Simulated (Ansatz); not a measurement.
# HfO2: the cost of one run

Program: the Python package of Ansatz 0.2.0. Level of theory: DFT LDA, plane waves, PAW. These are calculated values, not measurements.

### Step 1. The system

It takes space group Fm-3m (No. 225, cubic). The conventional cell has a = 5.115 Å, b = 5.115 Å, c = 5.115 Å, α = 90.00°, β = 90.00°, γ = 90.00°. Hf (site symmetry m-3m) is surrounded by 8 O at 2.21 Å. O (site symmetry -43m) is surrounded by 4 Hf at 2.21 Å.

No structure file is read: the coordinates are typed or built in the script.

### Step 2. The code

hfo2_eos.py

```python
# -*- coding: utf-8 -*-
"""Bulk modulus of HfO2 from an E(V) curve."""

import ansatz as az
import numpy as np
from scipy.optimize import curve_fit

vectors0 = np.array([
    [0.0, 2.5575, 2.5575],
    [2.5575, 0.0, 2.5575],
    [2.5575, 2.5575, 0.0],
])
sites = [
    ("Hf", (0.0, 0.0, 0.0)),
    ("O", (0.25, 0.25, 0.25)),
    ("O", (0.75, 0.75, 0.75)),
]


def build(cell):
    crystal = az.Crystal(lattice=az.Lattice.of(cell))
    for symbol, position in sites:
        crystal = crystal.atom(symbol, position)
    return crystal

def vinet(v, e0, v0, b0, b1):
    eta = (v / v0) ** (1 / 3)
    return e0 + 2 * b0 * v0 / (b1 - 1) ** 2 * (2 - (5 + 3 * b1 * (eta - 1) - 3 * eta) * np.exp(-1.5 * (b1 - 1) * (eta - 1)))

# scale the volume, keep shape and fractions
volumes, energies = [], []
for scale in np.linspace(0.88, 1.12, 7):
    cell = vectors0 * scale ** (1 / 3)
    calc = (
        build(cell).calculation()
        .functional(az.Functional.LDA)
        .basis(450)  # plane waves up to this kinetic energy
        .occupations(az.OccupationsMethod.FERMI_DIRAC)  # smearing steadies the SCF of a metal
        .kpoints(8, 8, 8)  # sampling of the Brillouin zone
    )
    summary = calc.run(threads=1, pin="off").report
    volumes.append(abs(np.linalg.det(cell)) / len(sites))
    energies.append(summary["free_energy_ev"] / len(sites))
    print(f"V = {volumes[-1]:8.4f} A^3/atom  F = {energies[-1]:.5f} eV/atom")

guess = (min(energies), volumes[int(np.argmin(energies))], 0.5, 4.5)
(e0, v0, b0, b1), _ = curve_fit(vinet, np.array(volumes), np.array(energies), p0=guess, maxfev=20000)
print(f"Vinet fit: V0 = {v0:.4f} A^3/atom, B0 = {160.21766 * b0:.1f} GPa, B1 = {b1:.2f}")
print("largest residual", round(1000 * float(np.abs(vinet(np.array(volumes), e0, v0, b0, b1) - energies).max()), 3), "meV/atom")
```

### Step 3. What the engine is handed

The package turns the script's settings into the engine's input (first run):

```yaml
crystal:
  lattice:
    - [0.0, 2.450811256887614, 2.450811256887614]
    - [2.450811256887614, 0.0, 2.450811256887614]
    - [2.450811256887614, 2.450811256887614, 0.0]
  atoms:
    - { symbol: Hf, position: [0.0, 0.0, 0.0] }
    - { symbol: O, position: [0.25, 0.25, 0.25] }
    - { symbol: O, position: [0.75, 0.75, 0.75] }
basis:
  ecutwfc: 450.0
kpoints:
  mp_grid:
    grid: [8, 8, 8]
hamiltonian:
  xc: lda
scf:
  occupations:
    method: fermi_dirac
```

### Step 4. Running it

Launch:

```sh
$ python hfo2_eos.py
```

What time and memory should one allow on 1 thread of Arm Neoverse V1, shared host?

About 11 s, with a peak of 0.42 GiB.
